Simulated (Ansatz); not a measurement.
This script drives the Python package of Ansatz (0.2.0).

`eos_mnhg.py`
```python
"""Bulk modulus of MnHg from an E(V) curve."""

import ansatz as az
import numpy as np

FILLING = "Fermi-Dirac"
SMEARING_WIDTH = 0.05
FUNCTIONAL = "r2SCAN"
CUTOFF_EV = 600
MESH = (9, 9, 9)

VECTORS = np.array([
    [3.288, 0.0, 0.0],
    [0.0, 3.288, 0.0],
    [0.0, 0.0, 3.313],
])
SITES = [
    ("Mn", (0.5, 0.5, 0.5), 4),
    ("Hg", (0.0, 0.0, 0.0), 0.0),
]


def build(cell):
    crystal = az.Crystal(lattice=az.Lattice.of(cell))
    for symbol, position, moment in SITES:
        crystal = crystal.atom(symbol, position, moment=moment or None)
    return crystal

# scale the volume, keep shape and fractions
volumes, energies, pressures = [], [], []
for scale in np.linspace(0.95, 1.07, 5):
    cell = VECTORS * scale ** (1 / 3)
    calculation = (
        build(cell).calculation()
        .occupations(FILLING, width=SMEARING_WIDTH)
        .spin("collinear")
        .functional(FUNCTIONAL)
        .basis(CUTOFF_EV)
        .kpoints(*MESH)
        .stress()
    )
    rep = calculation.run(threads=1).report
    volumes.append(abs(np.linalg.det(cell)) / len(SITES))
    energies.append(rep["free_energy_ev"] / len(SITES))
    pressures.append(np.trace(rep["stress_gpa"]) / 3)
    print(f"V = {volumes[-1]:8.4f} A^3/atom  F = {energies[-1]:.5f} eV/atom  P = {pressures[-1]:8.3f} GPa")

# third-order Birch-Murnaghan: a cubic in V^(-2/3)
x = np.array(volumes) ** (-2 / 3)
poly = np.polynomial.Polynomial.fit(x, energies, 3).convert()
roots = poly.deriv().roots()
x0 = min((r.real for r in roots if abs(r.imag) < 1e-9 and poly.deriv(2)(r.real) > 0), key=lambda r: abs(r - x.mean()))
v0 = x0 ** -1.5
b0 = 4 / 9 * poly.deriv(2)(x0) * v0 ** (-7 / 3) * 160.21766
b1 = 4 + 2 / 3 * x0 * poly.deriv(3)(x0) / poly.deriv(2)(x0)
print(f"V0 = {v0:.4f} A^3/atom, B0 = {b0:.1f} GPa, dB/dP = {b1:.2f}")
```

It is started by `python eos_mnhg.py`. Estimate its wall time and peak memory on 1 thread of Arm Neoverse V1 (shared host).

It took about 3 min, with a peak of 0.64 GiB, for 5 runs of the engine.

```console
$ python eos_mnhg.py
V =  17.0129 A^3/atom  F = -8865.80654 eV/atom  P =    8.729 GPa
V =  17.5502 A^3/atom  F = -8865.82992 eV/atom  P =    5.222 GPa
V =  18.0874 A^3/atom  F = -8865.84194 eV/atom  P =    2.033 GPa
V =  18.6247 A^3/atom  F = -8865.84426 eV/atom  P =   -0.547 GPa
V =  19.1619 A^3/atom  F = -8865.83869 eV/atom  P =   -2.732 GPa
V0 = 18.5026 A^3/atom, B0 = 85.3 GPa, dB/dP = 5.18
```

A third-order Birch-Murnaghan fit through the 5 points has its minimum at 18.50 Å³ an atom, 3.3 % above the typed cell, with a bulk modulus of 85 GPa and dB/dP = 5.2. From that minimum the energy rises by 38.0 meV an atom on the compressed side and 5.8 meV on the expanded side.

Notes:
- Total energies depend on the potentials; only differences at equal settings carry meaning.
- The magnetic order follows from the starting moments and needn't be the lowest.
- Shape and fractional positions are held along the curve, so the bulk modulus is an upper value where they are free to relax.
- The mesh is modest for a metal, so energies can be off by several to tens of meV an atom and pressures by half a GPa or more; differences at equal mesh fare better.
- Within a few hundredths of an angstrom the cell has the higher group Pm-3m; the lower one is a small distortion.
- Pressure is positive in compression.
- Spin-orbit coupling, which matters for elements this heavy, is left out.
- r2SCAN tends to overestimate the moments of itinerant magnets.
- The structure is a deposited one; some such entries were measured under pressure or heat, so a shift against it needn't be the functional's error alone.
